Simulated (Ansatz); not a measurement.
# BGaH₅N: how energies converge with the basis set

One table from this session's results is given with a row withheld; the runs are named, their logs left out.

Method: one geometry, several basis sets; program: Ansatz 0.2.0, Gaussian basis.

The runs, in order: PBE0-D4/def2-SVP; ωB97M-V/def2-SVP; PBE0-D4/def2-QZVPP; ωB97M-V/def2-QZVPP; the functionals' def2-TZVPP values are taken from earlier runs.

### Structure used throughout

All runs share one geometry, relaxed beforehand with PBE0-D4 in a triple-zeta def2 set.

SMILES `B[NH][GaH2]`, 8 atoms, charge 0, spin multiplicity 1.

Atoms are counted from 1 here; the program's logs count them from 0.

Bond lengths: B1–N2 1.400 Å, B1–H4 1.201 Å, B1–H5 1.201 Å, N2–Ga3 1.854 Å, N2–H6 1.011 Å, Ga3–H7 1.557 Å, Ga3–H8 1.563 Å. Angles: N2–B1–H4 120.4°, N2–B1–H5 118.9°, H4–B1–H5 120.7°, B1–N2–Ga3 125.2°, B1–N2–H6 117.0°, Ga3–N2–H6 117.8°, N2–Ga3–H7 116.3°, N2–Ga3–H8 116.3°, H7–Ga3–H8 127.4°.

The first run:

in.yaml reads:

```yaml
crystal:
  periodic: [false, false, false]
  atoms:
    - {symbol: B, position_ang: [-0.727586, 0.942984, -0.767421]}
    - {symbol: N, position_ang: [-0.464140, 0.159657, 0.362012]}
    - {symbol: Ga, position_ang: [0.966816, -1.005474, 0.543301]}
    - {symbol: H, position_ang: [-1.682462, 1.670425, -0.793699]}
    - {symbol: H, position_ang: [0.016813, 0.874285, -1.707052]}
    - {symbol: H, position_ang: [-1.108323, 0.239061, 1.136520]}
    - {symbol: H, position_ang: [1.936623, -1.099283, -0.670539]}
    - {symbol: H, position_ang: [1.062249, -1.781655, 1.896899]}
basis:
  gaussian: {orbitals: def2-SVP}
hamiltonian: {xc: pbe0, dispersion: d4}
output: {orbitals: {seedname: orbitals}}
```

Launch:

```sh
$ ansatz run in.yaml --threads 2 --pin off --events-out ev --progress --plain --max-ram 4352MiB
```

Steps of the session up to this table: PBE0-D4 in def2-SVP; ωB97M-V in def2-SVP; PBE0-D4 in def2-QZVPP; ωB97M-V in def2-QZVPP.

One of the session's tables, all rows but one given; the rest of the session is left out.

It belongs to the step «Density functionals: the series». 

| functional | basis | HOMO (eV) | LUMO (eV) |
| --- | --- | --- | --- |
| PBE0-D4 | def2-SVP | -8.33 | -1.43 |
| PBE0-D4 | def2-TZVPP | ? | ? |
| PBE0-D4 | def2-QZVPP | -8.39 | -1.49 |
| ωB97M-V | def2-SVP | -10.56 | 0.32 |
| ωB97M-V | def2-TZVPP | -10.66 | 0.25 |
| ωB97M-V | def2-QZVPP | -10.67 | 0.08 |

Q: Estimate the row for PBE0-D4, def2-TZVPP from the others.

The run gave: HOMO (eV): -8.38; LUMO (eV): -1.46. In the column «HOMO (eV)» it lies between PBE0-D4, def2-QZVPP (-8.39) and PBE0-D4, def2-SVP (-8.33).
